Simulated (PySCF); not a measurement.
# CH3Cl5Si2: the cost of one run

Programs: PySCF 2.14.0, with density-fitted response routines of our own. Each step states its level of theory. These are calculated values for one molecule, in the gas phase or a continuum, unless marked as measured. Atoms are numbered from 0 throughout.

## 1. The molecule as given

11 atoms, charge 0, multiplicity 1; geometry from: GFN2-xTB. The atoms were then displaced at random by about 0.01 Å, so the start is not that level's minimum.

Bonds of the start (Å): C0–Si1 1.87, Si1–Cl2 2.02, Si1–Cl3 2.02, Si1–Si4 2.34, Si4–Cl5 2.02, Si4–Cl6 2.03, Si4–Cl7 2.03, C0–H8 1.07, C0–H9 1.11, C0–H10 1.11.

## 2. Relaxing the molecule at PBE0-D3(BJ)/def2-TZVP

The job: settings as JSON, then the geometry in Å.

```
{"job": {"xc": "PBE0", "basis": "def2-TZVP", "d3": "d3bj", "grid": 2, "shake": 0.01, "kind": "geom"}, "charge": 0, "multiplicity": 1}
C     -1.683720     0.264860    -0.371570
Si    -0.311870    -0.599630     0.563850
Cl    -0.453030    -2.586890     0.206990
Cl    -0.524120    -0.290370     2.547900
Si     1.763710     0.221840    -0.144580
Cl     1.992780    -0.053080    -2.129110
Cl     1.887330     2.222230     0.199740
Cl     3.361500    -0.627140     0.786310
H     -1.616910     0.142270    -1.428170
H     -1.687050     1.358920    -0.184250
H     -2.690510    -0.078860    -0.062780
```

On the command line:

```sh
> OMP_NUM_THREADS=1 python probes_run.py task.json out
```

The driver reads the jobs from task.json and runs them one after another.

**Question.** How long does this first job take on 1 thread of Intel Xeon 6975P-C, shared host, and how much memory does it need?

About 3.1 min, with a peak of 1.8 GiB.
